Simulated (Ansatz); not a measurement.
# C₃H₁₁InO: small, medium and large basis sets

The task here is to estimate one member of a computed series from the others.

Method: one geometry, several basis sets; program: Ansatz 0.2.0, Gaussian basis.

The runs, in order: PBE0-D4/def2-SVP; ωB97M-V/def2-SVP; PBE0-D4/def2-QZVPP; ωB97M-V/def2-QZVPP; the functionals' def2-TZVPP values are taken from earlier runs.

## The relaxed structure

An earlier PBE0-D4 in a triple-zeta def2 set relaxation fixed the geometry. In takes the def2 core potential; no spin-orbit term is included.

SMILES `[CH3][In-]([CH3])([CH3])[OH2+]`, 16 atoms, charge 0, spin multiplicity 1.

Atoms are counted from 1 here; the program's logs count them from 0.

Bond lengths: C1–In2 2.176 Å, C1–H6 1.093 Å, C1–H7 1.093 Å, C1–H8 1.093 Å, In2–C3 2.176 Å, In2–C4 2.164 Å, In2–O5 2.484 Å, C3–H9 1.093 Å, C3–H10 1.093 Å, C3–H11 1.093 Å, C4–H12 1.092 Å, C4–H13 1.091 Å, C4–H14 1.093 Å, O5–H15 0.962 Å, O5–H16 0.962 Å. Angles: In2–C1–H6 111.3°, In2–C1–H7 111.7°, In2–C1–H8 110.3°, H6–C1–H7 108.8°, H6–C1–H8 107.2°, H7–C1–H8 107.4°, C1–In2–C3 118.5°, C1–In2–C4 120.0°, C1–In2–O5 91.1°, C3–In2–C4 120.2°, C3–In2–O5 91.1°, C4–In2–O5 99.3°, In2–C3–H9 111.7°, In2–C3–H10 110.3°, In2–C3–H11 111.3°, H9–C3–H10 107.4°, H9–C3–H11 108.8°, H10–C3–H11 107.2° and more.

Coordinates:

```
C    -1.2535    1.3987   -1.0870
In    0.0727   -0.1568   -0.3416
C     2.1404    0.3617    0.0930
C    -0.5281   -2.2324   -0.4511
O    -0.5937    0.3323    2.0008
H    -2.2896    1.2104   -0.7939
H    -0.9590    2.3872   -0.7259
H    -1.2278    1.4287   -2.1793
H     2.2397    1.4084    0.3911
H     2.7636    0.2135   -0.7926
H     2.5496   -0.2710    0.8849
H    -1.5856   -2.3426   -0.2036
H     0.0576   -2.8473    0.2346
H    -0.3783   -2.6187   -1.4625
H     0.1813    0.6362    2.4831
H    -1.2124    1.0691    1.9944
```

The first run:

The input, in.yaml:

```yaml
crystal:
  periodic: [false, false, false]
  atoms:
    - {symbol: C, position_ang: [-1.253454, 1.398699, -1.087037]}
    - {symbol: In, position_ang: [0.072683, -0.156801, -0.341595]}
    - {symbol: C, position_ang: [2.140384, 0.361694, 0.093023]}
    - {symbol: C, position_ang: [-0.528053, -2.232359, -0.451083]}
    - {symbol: O, position_ang: [-0.593743, 0.332287, 2.000766]}
    - {symbol: H, position_ang: [-2.289596, 1.210359, -0.793922]}
    - {symbol: H, position_ang: [-0.958954, 2.387169, -0.725876]}
    - {symbol: H, position_ang: [-1.227837, 1.428651, -2.179345]}
    - {symbol: H, position_ang: [2.239724, 1.408367, 0.391144]}
    - {symbol: H, position_ang: [2.763621, 0.213508, -0.792608]}
    - {symbol: H, position_ang: [2.549600, -0.271034, 0.884934]}
    - {symbol: H, position_ang: [-1.585604, -2.342622, -0.203586]}
    - {symbol: H, position_ang: [0.057617, -2.847259, 0.234644]}
    - {symbol: H, position_ang: [-0.378344, -2.618700, -1.462492]}
    - {symbol: H, position_ang: [0.181267, 0.636234, 2.483112]}
    - {symbol: H, position_ang: [-1.212414, 1.069107, 1.994421]}
basis:
  gaussian: {orbitals: def2-SVP}
hamiltonian: {xc: pbe0, dispersion: d4}
output: {orbitals: {seedname: orbitals}}
```

Started as:

```sh
> ansatz run in.yaml --threads 4 --pin off --events-out ev --progress --plain --max-ram 11315MiB
```

Among the steps run: PBE0-D4 in def2-SVP; ωB97M-V in def2-SVP; PBE0-D4 in def2-QZVPP; ωB97M-V in def2-QZVPP.

One of the session's tables, all rows but one given; the rest of the session is left out.

It belongs to the step «Functionals by basis». 

| functional | basis | HOMO (eV) | LUMO (eV) |
| --- | --- | --- | --- |
| PBE0-D4 | def2-SVP | -6.52 | 0.22 |
| PBE0-D4 | def2-TZVPP | -6.61 | -0.33 |
| PBE0-D4 | def2-QZVPP | -6.64 | -0.57 |
| ωB97M-V | def2-SVP | -8.71 | 1.78 |
| ωB97M-V | def2-TZVPP | -8.81 | 0.96 |
| ωB97M-V | def2-QZVPP | ? | ? |

Estimate the missing values for ωB97M-V, def2-QZVPP.

As computed: HOMO (eV): -8.82; LUMO (eV): 0.55. In the column «HOMO (eV)» it is the lowest.
